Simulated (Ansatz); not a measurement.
GaH2, SMILES [GaH2], a search for lower mean-field states

Computed with Ansatz's Python interface.

Input file `gah2.xyz`:
```text
3

Ga   -0.11940    0.04340   -0.06900
H     0.54530    1.16850    0.42810
H    -0.43680   -1.27670   -0.37230
```

Run as a notebook:

**Cell 1**
```python
import ansatz as az
import numpy as np
```

**Cell 2**
```python
system = az.Crystal.molecule_from_extxyz("gah2.xyz")
symbols = [site.symbol for site in system.cartesian_sites]
```

**Cell 3**
```python
start = np.array([site.position_ang for site in system.cartesian_sites])
for factor in [1.0, 1.25, 1.6]:
    xyz = (start - start.mean(axis=0)) * factor
    scaled = az.Crystal.molecule()
    for symbol, place in zip(symbols, xyz):
        scaled = scaled.atom(symbol, place.tolist())
    setup = scaled.calculation().basis(gaussian="def2-SVP").functional("b3lyp").spin("collinear", total=1)
    for search in ("off", "standard"):
        try:
            r = setup.scf(lower_state_search=search).run().report
        except az.AnsatzError as error:
            print(f"x{factor} search {search}: {type(error).__name__}")
            continue
        state = r["mean_field"]["state"]
        print(f"all distances x{factor}, search {search:8s} E = {r['free_energy_ev']:.5f} eV  <S^2> = {abs(state['spin_squared']):.3f}  other states met: {len(r['mean_field']['others'])}")
```
Output:
```text
all distances x1.0, search off      E = -52402.47206 eV  <S^2> = 0.751  other states met: 0
all distances x1.0, search standard E = -52402.47206 eV  <S^2> = 0.751  other states met: 4
all distances x1.25, search off      E = -52402.66288 eV  <S^2> = 0.753  other states met: 0
all distances x1.25, search standard E = -52402.66288 eV  <S^2> = 0.753  other states met: 1
all distances x1.6, search off      E = -52401.59184 eV  <S^2> = 0.787  other states met: 0
all distances x1.6, search standard E = -52401.59184 eV  <S^2> = 0.787  other states met: 0
```

Caveats:
- Total energies depend on the basis set; only differences at equal settings carry meaning.
- The count of other states can hold repeated and symmetry-equivalent ends of the search; scaling all distances is a test, and for more than two atoms no physical path.
- The structure is a rough, unrelaxed start.
- The run takes the species as open-shell (spin multiplicity 2), which needn't be its ground state.
- b3lyp holds the VWN-RPA fit, as in Gaussian; the form of ORCA and Turbomole is b3lyp5.
- Timing: 7.3 s on 1 thread of Arm Neoverse V1 (shared host), peak memory 0.15 GiB.
